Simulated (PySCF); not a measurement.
# C6H8S: magnetic properties

Aim: compute the magnetic properties of C6H8S (`C=C1CCC(=S)C1`).

Programs: PySCF 2.14.0, with routines of our own; each step states its level. All values are computed. Atoms count from 0.

### Step 1. The system as given

15 atoms, charge 0, multiplicity 1; geometry from: GFN2-xTB.

### Step 2. Magnetic properties: GIAO HF/pcSseg-1

What the job is given:

```
{"job": {"kind": "mag", "xc": "HF", "basis": "pcSseg-1", "isotopologues": 2}, "charge": 0, "multiplicity": 1}
C     -2.168688     0.240228    -0.064873
C     -0.860109     0.097111    -0.156446
C     -0.099169    -1.199872    -0.086541
C      1.282383    -0.808321     0.443730
C      1.445771     0.640284     0.108993
S      2.833555     1.467384     0.214861
C      0.134186     1.212148    -0.321455
H     -2.638386     1.207018    -0.123898
H     -2.823287    -0.603938     0.066135
H     -0.010543    -1.618231    -1.093168
H     -0.599333    -1.936405     0.540086
H      2.097402    -1.407616     0.036662
H      1.323256    -0.911351     1.532785
H     -0.122293     2.105746     0.250829
H      0.200841     1.523804    -1.369611
```

Level: GIAO HF/pcSseg-1 magnetisability, rotational g tensor and spin-rotation constants, non-relativistic, gas phase.

Started as:

```
$ OMP_NUM_THREADS=1 python excited_run.py task.json out
```

This one command runs all jobs of the session in turn.

Standard output:

```text
final grid: 121976 points
cycle   1  E = -629.1484144123  dE =  1.908e+00  |g| = 6.239e-01  |ddm| = 3.584e+00
cycle   2  E = -629.2312349098  dE = -8.282e-02  |g| = 4.779e-01  |ddm| = 1.331e+00
cycle   3  E = -629.2879453393  dE = -5.671e-02  |g| = 8.523e-02  |ddm| = 6.954e-01
cycle   4  E = -629.2911579013  dE = -3.213e-03  |g| = 1.546e-02  |ddm| = 1.878e-01
cycle   5  E = -629.2912731039  dE = -1.152e-04  |g| = 5.911e-03  |ddm| = 4.227e-02
cycle   6  E = -629.2912942681  dE = -2.116e-05  |g| = 2.573e-03  |ddm| = 2.252e-02
cycle   7  E = -629.2912988766  dE = -4.608e-06  |g| = 1.042e-03  |ddm| = 1.096e-02
cycle   8  E = -629.2912997682  dE = -8.916e-07  |g| = 4.420e-04  |ddm| = 4.114e-03
cycle   9  E = -629.2912999786  dE = -2.104e-07  |g| = 1.521e-04  |ddm| = 1.859e-03
cycle  10  E = -629.2913000042  dE = -2.560e-08  |g| = 3.158e-05  |ddm| = 7.279e-04
cycle  11  E = -629.2913000051  dE = -8.397e-10  |g| = 9.422e-06  |ddm| = 1.450e-04
converged SCF energy = -629.2913000051

Magnetisability tensor (1e-30 J/T^2)
     -961.74       53.28       37.25
       53.28     -954.28      -71.51
       37.25      -71.51    -1342.51
isotropic -1086.18   principal values   -1360.64   -995.16   -902.73
isotropic susceptibility -65.411 1e-6 cm^3/mol

Inertial axes            a          b          c
rot. const./GHz      5.4500     1.3819     1.1396
chi total           -55.868    -58.553    -81.812
chi diamagnetic    -341.341   -944.567  -1141.624
chi paramagnetic    285.473    886.014   1059.812
quadrupole/D A       -7.712      5.899      1.813
g nuclear            0.6497     0.5512     0.5613
g electronic        -0.7309    -0.5752    -0.5674
g total             -0.0812    -0.0240    -0.0061

Spin-rotation constants (kHz, H = +C I.J)
atom  isotope        aa         bb         cc
  7     1H       -0.555      0.114     -0.132
  8     1H        0.148     -0.060     -0.132
  9     1H       -0.577     -0.132      0.022
 10     1H       -0.281     -0.076     -0.086
 11     1H       -0.472     -0.015     -0.088
 12     1H       -0.681     -0.116      0.030
 13     1H       -0.630      0.006     -0.065
 14     1H       -0.636     -0.097      0.018
  0    13C*       1.527      0.572      0.152
  1    13C*       2.004      0.679      0.187
  2    13C*       0.825      0.177      0.199
  3    13C*       0.998      0.215      0.218
  4    13C*       3.622      1.153      0.208
  5    33S*       5.514      0.920      0.171
  6    13C*       0.875      0.274      0.219
* in the singly substituted isotopologue

Isotopologues: g along a, b, c
2H    at 7,8,9,10,11,12    -0.0627    -0.0223    -0.0057
13C   at 0                 -0.0805    -0.0236    -0.0060
```

Wall time 12 s (1 thread of Arm Neoverse V1, shared host); peak memory 0.78 GiB.

In short:

```csv
quantity,value
magnetisability,-1086·10⁻³⁰ J/T²
molar susceptibility,-65.4·10⁻⁶ cm³/mol
"rotational g (a, b, c)","-0.0812, -0.0240, -0.0061"
```

### Step 3. Magnetic properties: GIAO BP86/6-311G**

Settings changed since step 2:

```diff
@@ -1,2 +1,2 @@
-{"job": {"kind": "mag", "xc": "HF", "basis": "pcSseg-1", "isotopologues": 2}, "charge": 0, "multiplicity": 1}
+{"job": {"kind": "mag", "xc": "BP86", "basis": "6-311G**"}, "charge": 0, "multiplicity": 1}
 C     -2.168688     0.240228    -0.064873
```

With the program's defaults for keys left out, this is: GIAO BP86/6-311G** magnetisability, rotational g tensor and spin-rotation constants, non-relativistic, gas phase.

Standard output:

```text
coarse grid: 13104 points
cycle   1  E = -631.6323423889  dE =  7.634e-01  |g| = 5.563e-01  |ddm| = 3.366e+00
cycle   2  E = -631.5595107505  dE =  7.283e-02  |g| = 7.567e-01  |ddm| = 1.219e+00
cycle   3  E = -631.7043206089  dE = -1.448e-01  |g| = 2.168e-01  |ddm| = 7.827e-01
cycle   4  E = -631.7117301788  dE = -7.410e-03  |g| = 1.373e-01  |ddm| = 3.604e-01
cycle   5  E = -631.7170287631  dE = -5.299e-03  |g| = 2.053e-02  |ddm| = 1.752e-01
cycle   6  E = -631.7171397705  dE = -1.110e-04  |g| = 7.348e-03  |ddm| = 3.036e-02
cycle   7  E = -631.7171492917  dE = -9.521e-06  |g| = 4.100e-03  |ddm| = 9.653e-03
cycle   8  E = -631.7171536937  dE = -4.402e-06  |g| = 6.595e-04  |ddm| = 3.875e-03
final grid: 121976 points
cycle   9  E = -631.7099676342  dE = -5.744e-05  |g| = 6.476e-03  |ddm| = 5.274e-02
cycle  10  E = -631.7099197661  dE =  4.787e-05  |g| = 1.426e-02  |ddm| = 1.936e-02
cycle  11  E = -631.7099718908  dE = -5.212e-05  |g| = 4.405e-03  |ddm| = 1.889e-02
cycle  12  E = -631.7099773309  dE = -5.440e-06  |g| = 5.868e-04  |ddm| = 4.593e-03
cycle  13  E = -631.7099773925  dE = -6.158e-08  |g| = 4.182e-04  |ddm| = 8.532e-04
cycle  14  E = -631.7099774445  dE = -5.200e-08  |g| = 5.062e-05  |ddm| = 3.429e-04
cycle  15  E = -631.7099774452  dE = -7.308e-10  |g| = 2.103e-05  |ddm| = 9.362e-05
converged SCF energy = -631.7099774452

Magnetisability tensor (1e-30 J/T^2)
     -816.11       94.67       31.26
       94.67     -869.87      -61.41
       31.26      -61.41    -1247.91
isotropic -977.96   principal values   -1262.53   -927.09   -744.27
isotropic susceptibility -58.894 1e-6 cm^3/mol

Inertial axes            a          b          c
rot. const./GHz      5.4500     1.3819     1.1396
chi total           -45.977    -54.782    -75.924
chi diamagnetic    -339.942   -942.705  -1140.351
chi paramagnetic    293.965    887.923   1064.427
quadrupole/D A       -7.522      5.305      2.218
g nuclear            0.6497     0.5512     0.5613
g electronic        -0.7527    -0.5765    -0.5699
g total             -0.1029    -0.0253    -0.0086

Spin-rotation constants (kHz, H = +C I.J)
atom  isotope        aa         bb         cc
  7     1H       -0.539      0.117     -0.135
  8     1H        0.193     -0.064     -0.136
  9     1H       -0.571     -0.131      0.034
 10     1H       -0.259     -0.072     -0.084
 11     1H       -0.446     -0.011     -0.088
 12     1H       -0.661     -0.118      0.040
 13     1H       -0.610      0.011     -0.064
 14     1H       -0.616     -0.097      0.027
  0    13C*       1.625      0.545      0.171
  1    13C*       2.125      0.660      0.227
  2    13C*       0.960      0.203      0.232
  3    13C*       1.148      0.248      0.253
  4    13C*       3.572      1.009      0.251
  5    33S*       6.590      0.877      0.196
  6    13C*       1.019      0.318      0.254
* in the singly substituted isotopologue
```

Run time: 39 s. Hardware: 1 thread of Arm Neoverse V1, shared host; peak memory 0.65 GiB.

Key values:

```csv
quantity,value
magnetisability,-978·10⁻³⁰ J/T²
molar susceptibility,-58.9·10⁻⁶ cm³/mol
"rotational g (a, b, c)","-0.1029, -0.0253, -0.0086"
```

### Step 4. Magnetic properties (C6H8S (triplet)): BLYP/pcSseg-1

Settings changed since step 3:

```diff
@@ -1,2 +1,2 @@
-{"job": {"kind": "mag", "xc": "BP86", "basis": "6-311G**"}, "charge": 0, "multiplicity": 1}
+{"job": {"kind": "mag", "xc": "BLYP", "basis": "pcSseg-1", "scf": {"conv": 0.01, "max_cycle": 74}}, "charge": 0, "multiplicity": 3}
 C     -2.168688     0.240228    -0.064873
```

Method: BLYP/pcSseg-1.

Standard output:

```text
NotImplementedError: this response code serves closed shells only; the SCF ended at -631.36123140 Eh with <S^2> = 2.0025
```

It took 12 s on 1 thread of Arm Neoverse V1, shared host; peak memory 0.48 GiB.

Why it failed: The input makes an open shell, and this response code serves closed shells alone. The remedy is to restore the closed-shell charge and spin, or use an unrestricted response code.

### Step 5. Magnetic properties side by side

```csv
level,ξ (10⁻³⁰ J/T²),g(a),g(b),gap (eV),functions,time
GIAO HF/pcSseg-1,-1086,-0.0812,-0.0240,10.72,166,12 s
GIAO BP86/6-311G**,-978,-0.1029,-0.0253,2.18,182,39 s
```

### Step 6. Summary of results

```
                                         quantity                               value
       magnetisability (step 2, GIAO HF/pcSseg-1)                    -1086·10⁻³⁰ J/T²
  molar susceptibility (step 2, GIAO HF/pcSseg-1)                  -65.4·10⁻⁶ cm³/mol
rotational g (a, b, c) (step 2, GIAO HF/pcSseg-1)           -0.0812, -0.0240, -0.0061
                  magnetisability over the levels            -1086 to -978·10⁻³⁰ J/T²
                                             runs  1 failed, 0 ended on unsound input
```

What this shows: The magnetisability spreads by 10.5 % over 2 levels, from GIAO HF/pcSseg-1 (12 s) to GIAO BP86/6-311G** (39 s); the runs took 12 s to 39 s. Two levels can agree by chance, so this spread shows no convergence. Vibrational averaging and real surroundings are missing from these values.
